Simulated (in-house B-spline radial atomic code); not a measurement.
# Ga⁺: a test of the Gauss points an interval

Aim: see how the result and the number of iterations for Ga⁺ depend on the Gauss points an interval.

The numbers are computed with in-house B-spline radial atomic code version 1 (scalar-relativistic (spin-free one-electron X2C) AM05, spherical fractional occupations, Fermi nucleus, basis-set limit), except any that are marked as measured or tabulated.

### 1 The atom as given

```
element       : gallium (Z = 31)
charge        : +1
electrons     : 30
configuration : [Ar] 3d10 4s2
Hamiltonian   : scalar-relativistic (X2C)
nucleus       : Fermi, rms radius 3.997 fm
```

The outer shells:

[Ar] 3d10 4s2
```
[Ar] core
3d [↑↓][↑↓][↑↓][↑↓][↑↓]
4s [↑↓]
```

A run counts as converged when the orbital gradient is under the tolerance times 31 hartree (or under the basis's noise floor) and the energy moved by less than 1e-8 hartree times the root of its size. Energy differences under 6e-06 hartree are noise.

Input settings:

```ini
Z = 31
electrons = 30.0
configuration = [Ar] 3d10 4s2
hamiltonian = x2c
method = am05
spin_polarised = False
nucleus = fermi
rms_radius = 3.9973
mass_number = 69
atomic_mass = 68.925573528
speed_of_light = 137.035999084
knot_spacing = 0.22
spline_order = 8
gauss_points = 12
box_radius = 35.29
max_iterations = 70
damping = 0.5
damped_steps = 3
diis_vectors = 10
tolerance = 1e-08
start = Thomas-Fermi
```

From the earlier run of the reference: total energy -1940.710655 hartree. Levels, eight at most:

```csv
orbital,occupation,energy (eV),<r> (bohr)
1s,2,-10209.5,0.04829
2s,2,-1267.34,0.2179
2p,6,-1105.14,0.1908
3s,2,-155.70,0.6529
3p,6,-106.82,0.6799
3d,10,-27.493,0.8073
4s,2,-16.302,2.212
```

### 2 Gauss points an interval 3

The settings differ from step 1 so:

```diff
@@ -13,3 +13,3 @@
 spline_order = 8
-gauss_points = 12
+gauss_points = 3
 box_radius = 35.29
```

Command:

```console
$ python run_scf.py task.json out
```

One command runs all members of the session, one after another, from task.json.

Results of the run (chosen fields of its result record, rounded):

```text
status: converged
scf [iteration, energy, orbital gradient]:
  - [1, 117920.827187, 3630.0]
  - [2, -5016.36491734, 17.9]
  - [3, -8673.70456055, 61.2]
  - [4, -41383.1947761, 139.0]
  - [5, -18862.2302672, 1510.0]
  - [6, -40249.270401, 329.0]
  - [7, -41839.1074898, 92.9]
  - [8, -42017.1860497, 6.44]
  - [9, -42018.1364676, 3.69]
  - [10, -42018.58895, 0.0488]
  - [11, -42018.5899284, 0.00929]
  - [12, -42018.5900759, 0.000926]
  - [13, -42018.590076, 0.000516]
  - [14, -42018.590076, 3.93e-06]
  - [15, -42018.5900759, 0.00107]
  - [16, -42018.5900758, 0.00205]
  - [17, -42018.590076, 1.66e-05]
  - [18, -42018.590076, 8.22e-08]
energy [hartree]: {"total": -42018.590076, "kinetic": 345157.18966, "nuclear": -387049.209915, "coulomb": 36373.9410599, "xc": -36500.5108809}
orbitals [hartree, bohr; first row names the columns]:
  - ["name", "occ", "eps", "<r>"]
  - ["1s", 2.0, -7415.2451, 0.0070068]
  - ["2s", 2.0, -111.51594, 0.12083]
  - ["2p", 6.0, -37.131543, 0.19826]
  - ["3s", 2.0, -15.379918, 0.39878]
  - ["3p", 6.0, -3.3214642, 0.71348]
  - ["3d", 10.0, -0.63919765, 0.89926]
  - ["4s", 2.0, -1.3219608, 1.2915]
sum_r [bohr^k]: {"-1": 203664.8, "1": 18.09913, "2": 19.06916}
energy_minus_base [hartree]: -40077.8794
```

Run time: 0.17 s. Hardware: 1 thread, shared host.

energy_minus_base is the energy less that of the reference run.

### 3 Gauss points an interval 4

The settings differ from step 2 so:

```diff
@@ -13,3 +13,3 @@
 spline_order = 8
-gauss_points = 3
+gauss_points = 4
 box_radius = 35.29
```

Main fields:

```text
status: converged
scf [iteration, energy, orbital gradient]:
  - [1, -1940.12273204, 0.296]
  - [2, -1940.19559042, 0.141]
  - [3, -1940.6209727, 0.0575]
  - [4, -1940.69141132, 0.0252]
  - [5, -1940.6387638, 0.0496]
  - [6, -1940.71012608, 0.00428]
  - [7, -1940.71065501, 6.79e-05]
  - [8, -1940.71065514, 2.74e-06]
  - [9, -1940.71065514, 4.36e-07]
  - [10, -1940.71065514, 2.17e-08]
energy [hartree]: {"total": -1940.71065514, "kinetic": 1978.33450181, "nuclear": -4676.69303891, "coulomb": 830.484847872, "xc": -72.83696591}
orbitals [hartree, bohr; first row names the columns]:
  - ["name", "occ", "eps", "<r>"]
  - ["1s", 2.0, -375.19262, 0.048287]
  - ["2s", 2.0, -46.57372, 0.21787]
  - ["2p", 6.0, -40.613304, 0.19078]
  - ["3s", 2.0, -5.7217767, 0.65291]
  - ["3p", 6.0, -3.9255384, 0.67995]
  - ["3d", 10.0, -1.0103386, 0.80727]
  - ["4s", 2.0, -0.59909329, 2.2117]
sum_r [bohr^k]: {"-1": 152.1634, "1": 19.5586, "2": 24.40805}
energy_minus_base [hartree]: 2.94304527e-07
```

Run time: 0.11 s. Hardware: 1 thread, shared host.

### 4 Gauss points an interval 5

The settings differ from step 3 so:

```diff
@@ -13,3 +13,3 @@
 spline_order = 8
-gauss_points = 4
+gauss_points = 5
 box_radius = 35.29
```

Main fields:

```text
status: converged
scf [iteration, energy, orbital gradient]:
  - [1, -1940.12276545, 0.296]
  - [2, -1940.19563409, 0.141]
  - [3, -1940.62097931, 0.0575]
  - [4, -1940.69141297, 0.0252]
  - [5, -1940.63876943, 0.0496]
  - [6, -1940.71012639, 0.00428]
  - [7, -1940.71065531, 6.79e-05]
  - [8, -1940.71065543, 2.74e-06]
  - [9, -1940.71065543, 4.36e-07]
  - [10, -1940.71065543, 2.17e-08]
energy [hartree]: {"total": -1940.71065543, "kinetic": 1978.33450376, "nuclear": -4676.69304141, "coulomb": 830.484848406, "xc": -72.8369661853}
orbitals [hartree, bohr; first row names the columns]:
  - ["name", "occ", "eps", "<r>"]
  - ["1s", 2.0, -375.19262, 0.048287]
  - ["2s", 2.0, -46.57372, 0.21787]
  - ["2p", 6.0, -40.613304, 0.19078]
  - ["3s", 2.0, -5.7217768, 0.65291]
  - ["3p", 6.0, -3.9255385, 0.67995]
  - ["3d", 10.0, -1.0103385, 0.80727]
  - ["4s", 2.0, -0.59909326, 2.2117]
sum_r [bohr^k]: {"-1": 152.1634, "1": 19.5586, "2": 24.40805}
energy_minus_base [hartree]: 1.83172233e-09
```

It took 0.11 s on 1 thread, shared host.

### 5 Gauss points an interval 6

The settings differ from step 4 so:

```diff
@@ -13,3 +13,3 @@
 spline_order = 8
-gauss_points = 5
+gauss_points = 6
 box_radius = 35.29
```

Main fields:

```text
status: converged
scf [iteration, energy, orbital gradient]:
  - [1, -1940.12274727, 0.296]
  - [2, -1940.19639411, 0.141]
  - [3, -1940.62109796, 0.0574]
  - [4, -1940.69143966, 0.0252]
  - [5, -1940.63887491, 0.0495]
  - [6, -1940.71012632, 0.00428]
  - [7, -1940.71065537, 6.79e-05]
  - [8, -1940.7106555, 2.73e-06]
  - [9, -1940.7106555, 4.38e-07]
  - [10, -1940.7106555, 2.15e-08]
energy [hartree]: {"total": -1940.7106555, "kinetic": 1978.33450381, "nuclear": -4676.69304143, "coulomb": 830.484848299, "xc": -72.8369661773}
orbitals [hartree, bohr; first row names the columns]:
  - ["name", "occ", "eps", "<r>"]
  - ["1s", 2.0, -375.19262, 0.048287]
  - ["2s", 2.0, -46.57372, 0.21787]
  - ["2p", 6.0, -40.613304, 0.19078]
  - ["3s", 2.0, -5.7217768, 0.65291]
  - ["3p", 6.0, -3.9255385, 0.67995]
  - ["3d", 10.0, -1.0103385, 0.80727]
  - ["4s", 2.0, -0.59909328, 2.2117]
sum_r [bohr^k]: {"-1": 152.1634, "1": 19.5586, "2": 24.40805}
energy_minus_base [hartree]: -6.15193585e-08
```

Wall time 0.11 s (1 thread, shared host).

### 6 Gauss points an interval 8

The settings differ from step 5 so:

```diff
@@ -13,3 +13,3 @@
 spline_order = 8
-gauss_points = 6
+gauss_points = 8
 box_radius = 35.29
```

Main fields:

```text
status: converged
scf [iteration, energy, orbital gradient]:
  - [1, -1940.12275387, 0.296]
  - [2, -1940.19669277, 0.141]
  - [3, -1940.62114436, 0.0574]
  - [4, -1940.69145002, 0.0252]
  - [5, -1940.63891605, 0.0495]
  - [6, -1940.71012622, 0.00428]
  - [7, -1940.71065532, 6.78e-05]
  - [8, -1940.71065544, 2.72e-06]
  - [9, -1940.71065544, 4.38e-07]
  - [10, -1940.71065544, 2.15e-08]
energy [hartree]: {"total": -1940.71065544, "kinetic": 1978.33450373, "nuclear": -4676.69304117, "coulomb": 830.484848165, "xc": -72.8369661692}
orbitals [hartree, bohr; first row names the columns]:
  - ["name", "occ", "eps", "<r>"]
  - ["1s", 2.0, -375.19262, 0.048287]
  - ["2s", 2.0, -46.57372, 0.21787]
  - ["2p", 6.0, -40.613304, 0.19078]
  - ["3s", 2.0, -5.7217768, 0.65291]
  - ["3p", 6.0, -3.9255385, 0.67995]
  - ["3d", 10.0, -1.0103385, 0.80727]
  - ["4s", 2.0, -0.59909329, 2.2117]
sum_r [bohr^k]: {"-1": 152.1634, "1": 19.5586, "2": 24.40805}
energy_minus_base [hartree]: -9.55537871e-09
```

Run time: 0.11 s. Hardware: 1 thread, shared host.

### 7 Gauss points an interval 16

The settings differ from step 6 so:

```diff
@@ -13,3 +13,3 @@
 spline_order = 8
-gauss_points = 8
+gauss_points = 16
 box_radius = 35.29
```

Main fields:

```text
status: converged
scf [iteration, energy, orbital gradient]:
  - [1, -1940.12275444, 0.296]
  - [2, -1940.19593954, 0.141]
  - [3, -1940.62102698, 0.0574]
  - [4, -1940.69142365, 0.0252]
  - [5, -1940.63881183, 0.0496]
  - [6, -1940.71012629, 0.00428]
  - [7, -1940.71065526, 6.79e-05]
  - [8, -1940.71065539, 2.73e-06]
  - [9, -1940.71065539, 4.37e-07]
  - [10, -1940.71065539, 2.16e-08]
energy [hartree]: {"total": -1940.71065539, "kinetic": 1978.33450379, "nuclear": -4676.69304136, "coulomb": 830.484848362, "xc": -72.8369661782}
orbitals [hartree, bohr; first row names the columns]:
  - ["name", "occ", "eps", "<r>"]
  - ["1s", 2.0, -375.19262, 0.048287]
  - ["2s", 2.0, -46.57372, 0.21787]
  - ["2p", 6.0, -40.613304, 0.19078]
  - ["3s", 2.0, -5.7217768, 0.65291]
  - ["3p", 6.0, -3.9255385, 0.67995]
  - ["3d", 10.0, -1.0103385, 0.80727]
  - ["4s", 2.0, -0.59909328, 2.2117]
sum_r [bohr^k]: {"-1": 152.1634, "1": 19.5586, "2": 24.40805}
energy_minus_base [hartree]: 4.85706551e-08
```

Wall time 0.12 s (1 thread, shared host).

### 8 Results

| run | outcome | iterations | energy less the reference (hartree) |
| --- | --- | --- | --- |
| reference | converged | 10 | 0 |
| Gauss points an interval 3 | converged | 18 | -4.01e+04 |
| Gauss points an interval 4 | converged | 10 | below noise |
| Gauss points an interval 5 | converged | 10 | below noise |
| Gauss points an interval 6 | converged | 10 | below noise |
| Gauss points an interval 8 | converged | 10 | below noise |
| Gauss points an interval 16 | converged | 10 | below noise |

**Reading.** Of 6 changed inputs, 5 gave the reference energy within 1e-05 hartree and 1 converged to another value. The worst converged miss is -4.01e+04 hartree (Gauss points an interval 3): the integrals are too coarse. An energy below the reference is possible because too few quadrature points break the variational bound.
